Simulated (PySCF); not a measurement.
# InCl₄⁻: relaxation and vibrations of the singlet

The task is one start of a wider search on InCl₄⁻: the singlet, built as tetrahedral. It is relaxed, tested by its Hessian and followed downhill if it is a saddle.

Computed with PySCF 2.14.0. Level: PBE0, basis In def2-SVPD with ECP28, Cl def2-SVPD, scalar-relativistic core potentials, no spin–orbit coupling, density fitting.

### 1 Starting geometry

5 atoms, charge -1, spin multiplicity 1.

Bond lengths: In1–Cl2 2.410 Å, In1–Cl3 2.410 Å, In1–Cl4 2.410 Å, In1–Cl5 2.410 Å. Angles: Cl2–In1–Cl3 109.5°, Cl2–In1–Cl4 109.5°, Cl2–In1–Cl5 109.5°, Cl3–In1–Cl4 109.5°, Cl3–In1–Cl5 109.5°, Cl4–In1–Cl5 109.5°.

Coordinates in bohr (charge -1 multiplicity 1):
```
In    0.0000    0.0000    0.0000
Cl    3.7186   -0.0001    2.6294
Cl   -3.7186    0.0000    2.6294
Cl    0.0001    3.7187   -2.6294
Cl   -0.0001   -3.7185   -2.6295
```

### 2 Tetrahedral start, singlet: relaxation

One driver script runs all steps and calls PySCF; scf.py shows how it sets up the SCF of each step. The optimiser is the driver's own. Before each start the driver seeks the lowest SCF state from one or more starting densities and follows internal instabilities, so scf.py alone need not reach the same state.

The program finds Td symmetry in the start, which this walk keeps.

Contents of scf.py:

```python
from pyscf import gto, scf, dft
mol = gto.M(atom='''
In     0.000000    -0.000000    -0.000000
Cl     1.967798    -0.000068     1.391444
Cl    -1.967798    -0.000000     1.391444
Cl     0.000034     1.967832    -1.391396
Cl    -0.000034    -1.967765    -1.391491''',
    basis={'In': 'def2-SVPD', 'Cl': 'def2-SVPD'},
    ecp={'In': 'def2-SVPD'},
    charge=-1, spin=0)
mf = dft.RKS(mol, xc='PBE0')
mf.grids.atom_grid = (50, 194)
aux = {'In': 'def2-universal-JKFIT', 'Cl': 'def2-universal-JKFIT'}
mf = mf.density_fit(auxbasis=aux)
mf.kernel()
```

The runs that follow: Vibrations and properties at this point.

Q: Predict the outcome of this session. Wanted: minimum; geometry; wavenumbers; dipole moment; highest occupied, lowest empty level; polar-tensor charge of In1; zero-point energy.

**Answer**, as computed:

| quantity | value |
| --- | --- |
| minimum | singlet, Td |
| geometry | In–Cl 2.410 Å (×4); Cl–In–Cl 109.5° (×6) |
| wavenumbers (cm⁻¹) | 77 (e), 107 (t2), 305 (a1), 327 (t2) |
| dipole moment (centre of mass) | 0.00 D |
| highest occupied, lowest empty level | -4.89, 1.68 eV |
| polar-tensor charge of In1 | +1.86 e |
| zero-point energy | 10.5 kJ/mol |
| entropy at 298.15 K | 381.1 J/(mol K) |

The molecule stays Td, as typed, and the end point is a minimum. The strongest infrared band lies at 327 cm⁻¹ (t2, stretch). Only this shape and spin were tried, so other structures or states may lie lower. Modes under about 90 cm⁻¹ are uncertain by tens of cm⁻¹.
